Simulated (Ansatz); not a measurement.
# LaSb: how the settings move a single-point run

Question: which choices in the input matter for LaSb? The cell is built on a prototype (wurtzite) and needn't be the phase found in nature.

Computed with Ansatz 0.2.0 (reference: DFT, PBEsol, plane waves, PAW, unless a step's input says otherwise).

2 further runs of the same task are left out: 1 for a known fault of the program, 1 that didn't finish.

## 1. The system as given

The structure is hexagonal, space group P6_3/mmc (No. 194). The conventional cell has a = 5.555 Å, b = 5.555 Å, c = 6.501 Å, α = 90.00°, β = 90.00°, γ = 120.00°. La (site symmetry -6m2) has 5 Sb at 3.21 to 3.25 Å as nearest neighbours. Sb (site symmetry -6m2) is surrounded by 5 La at 3.21 to 3.25 Å.

Coordinates:

```
La Sb
1.0
     5.55507    0.00000    0.00000
    -2.77754    4.81084    0.00000
     0.00000    0.00000    6.50147
La Sb
2 2
Direct
  0.33333 0.66667 0.93750
  0.66667 0.33333 0.43750
  0.33333 0.66667 0.43750
  0.66667 0.33333 0.93750
```

## 2. The reference run

input.yaml reads:

```yaml
crystal:
  lattice:
    - [5.5550743633, 0.0, 0.0]
    - [-2.7775371816, 4.8108355186, 0.0]
    - [0.0, 0.0, 6.5014741792]
  atoms:
    - { symbol: La, position: [0.3333333333, 0.6666666667, -0.062499016] }
    - { symbol: La, position: [0.6666666667, 0.3333333333, 0.437500984] }
    - { symbol: Sb, position: [0.3333333333, 0.6666666667, 0.437499016] }
    - { symbol: Sb, position: [0.6666666667, 0.3333333333, 0.937499016] }
kpoints:
  mp_grid: { grid: [6, 6, 4] }
hamiltonian:
  xc: pbesol
scf:
  occupations: { method: fermi_dirac, width: 0.02 }
  n_extra_bands: 5
output:
  forces: true
  stress: true
  eigenvalues: true
  write_density: true
  write_potential: true
  elf: true
  volumetric_format: npy
```

On the command line:

```
ansatz run input.yaml --threads 4 --pin off --max-ram 3686MiB --backend cpu --events-out ev --progress --plain --runs-dir out
```

## 3. Changed: mp_grid.grid [8, 8, 1]

input.yaml, as its differences from that of step 2:

```diff
@@ -11,3 +11,3 @@
 kpoints:
-  mp_grid: { grid: [6, 6, 4] }
+  mp_grid: { grid: [8, 8, 1] }
 hamiltonian:
@@ -21,5 +21 @@
   eigenvalues: true
-  write_density: true
-  write_potential: true
-  elf: true
-  volumetric_format: npy
```

## 4. Changed: xc lda

input.yaml, as its differences from that of step 2:

```diff
@@ -13,3 +13,3 @@
 hamiltonian:
-  xc: pbesol
+  xc: lda
 scf:
@@ -21,5 +21 @@
   eigenvalues: true
-  write_density: true
-  write_potential: true
-  elf: true
-  volumetric_format: npy
```

**Question.** What will these runs give? Wanted: for each run, ending; energy change; pressure; gap; force.

**Answer**, as computed:

```
                      run     ending    energy change  pressure (GPa)  gap (eV)  force (eV/Å)  cycles   time
                reference  converged                0            -1.7      0.00          0.00       8    5 s
1: mp_grid.grid [8, 8, 1]  converged  +737.5 meV/atom             1.5      0.00          0.00       7  2.5 s
                2: xc lda  converged   not comparable            -2.7      0.00          0.00       7  3.8 s
```

Times don't compare one to one where runs were asked for different outputs or read a saved state (see the inputs); cycles may leave out searches for a lower state.

Residual by cycle in the longest SCF loop of each run; runs are numbered as in the table. The quantity is the density residual dr2, in eV.

```
cycle  reference    run 1    run 2
    1     0.0136    0.249   0.0159
    2    0.00637   0.0367  0.00548
    3     6.6e-4  0.00941   5.5e-4
    4     2.2e-4   2.5e-4   9.0e-5
    5     8.6e-5   2.0e-5   1.1e-5
    6     1.1e-5   2.2e-6   6.9e-7
    7     1.2e-7   6.5e-8   5.2e-8
    8     6.4e-9        -        -
```

What this shows: «mp_grid.grid [8, 8, 1]» moves the energy by +737.5 meV/atom.
